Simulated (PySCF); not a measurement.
**SnN+: bond curves at several levels of theory**

What are the lowest state that PBE0 finds, the bond length, vibrational wavenumber and bond energy of SnN+, and how much do these hang on the method?

Computed with PySCF 2.14.0. Level: Sn def2-TZVPPD with ECP28, N def2-TZVPPD, scalar-relativistic core potentials.

## Step 1: Input

The job is set up so:

```
atoms                         : Sn, N
charge                        : 1
basis                         : Sn def2-TZVPPD with ECP28, N def2-TZVPPD
Hamiltonian                   : scalar-relativistic core potentials
basis functions               : 93
electrons treated             : 28
masses in u                   : 119.9022, 14.0031
levels                        : PBE0, PBE, r²SCAN, PW91, B2PLYP, PBEsol, M06-2X, r²SCAN0, HSE06, HF, MP2, SCS-MP2, CCSD, CCSD(T)
grid                          : 80 radial by 434 angular points
occupations                   : held fixed by the projection of orbital angular momentum
dissociation limit            : Sn+ + N, each in its ground configuration
starting distance in angstrom : 2.105
values of 2S to try           : 0, 2, 4
```

Started as:

```
$ OMP_NUM_THREADS=2 python dia.py task.json out
```

The runs that follow: First curve: PBE0; Excited determinants; PBE; r²SCAN (meta-GGA); PW91; B2PLYP (double hybrid); PBEsol (GGA); M06-2X; r²SCAN0; HSE06; ROHF (mean field); Adding correlation.

**Question.** What will these runs give? Wanted: for each run, Re; ωe; De; μ.

The runs gave:

Lowest PBE0 solution found, without spin–orbit coupling: ³Σ⁻ (triplet), unpaired electrons π ↑↑. State 2 has its PBE0 minimum 0.42 eV higher. State 3 has its PBE0 minimum 0.50 eV higher, as a spin-mixed determinant (⟨S²⟩ = 1.00), so this is no gap between pure states. The other levels ran on the lowest alone.

| level | Re (Å) | ωe (cm⁻¹) | De (eV) | μ (D) |
| --- | --- | --- | --- | --- |
| ROHF | 2.081 | 600 | -0.078 | -2.17 |
| ROHF-MP2 | 2.096 | 574 | 1.29 | n/a |
| ROHF-SCS-MP2 | 2.104 | 561 | 1.33 | n/a |
| ROHF-CCSD | 2.109 | 548 | 1.28 | n/a |
| ROHF-CCSD(T) | 2.120 | 531 | 1.44 | n/a |
| PBE | 2.143 | 523 | 2.16 | -1.63 |
| PBEsol | 2.127 | 535 | 2.25 | -1.53 |
| PW91 | 2.141 | 525 | 2.17 | -1.64 |
| r²SCAN | 2.120 | 541 | 1.75 | -1.67 |
| PBE0 | 2.110 | 556 | 1.76 | -1.83 |
| r²SCAN0 | 2.100 | 561 | 1.47 | -1.83 |
| HSE06 | 2.112 | 553 | 1.78 | -1.83 |
| M06-2X | 2.119 | 542 | 1.38 | -1.99 |
| B2PLYP | 2.116 | 551 | 1.64 | -2.10 |

De is counted to Sn+ + N in their ground configurations. A positive dipole points from Sn to N; in an ion it is taken about the centre of mass and does not tell which atom is negative.

Differences from CCSD(T) in the same basis:

| level | Re (mÅ) | ωe (%) |
| --- | --- | --- |
| ROHF | -39 | +13.0 |
| ROHF-MP2 | -24 | +8.2 |
| ROHF-SCS-MP2 | -16 | +5.7 |
| ROHF-CCSD | -11 | +3.3 |
| PBE | +23 | -1.4 |
| PBEsol | +7 | +0.8 |
| PW91 | +21 | -1.1 |
| r²SCAN | 0 | +1.9 |
| PBE0 | -10 | +4.7 |
| r²SCAN0 | -20 | +5.8 |
| HSE06 | -8 | +4.2 |
| M06-2X | -1 | +2.0 |
| B2PLYP | -4 | +3.7 |

**Reading.** Judged by CCSD(T) in the same basis: best bond length r²SCAN (0 mÅ), worst ROHF (-39 mÅ); best wavenumber PBEsol (+0.8 %), worst ROHF (+13.0 %). Hartree–Fock makes the bond too short and too stiff against this reference, as it mostly does. PBE has the long and soft bond that GGAs tend to give. Of the levels with a De here, ROHF gives the least (-0.078 eV) and PBEsol the most (2.25 eV).

Correlated steps freeze 5 core orbitals. Spin–orbit coupling is left out, which matters for elements this heavy, above all for dissociation energies. B2PLYP dipoles, levels and charges come from its SCF part alone. A negative De means that the minimum lies above the separated atoms at that level.
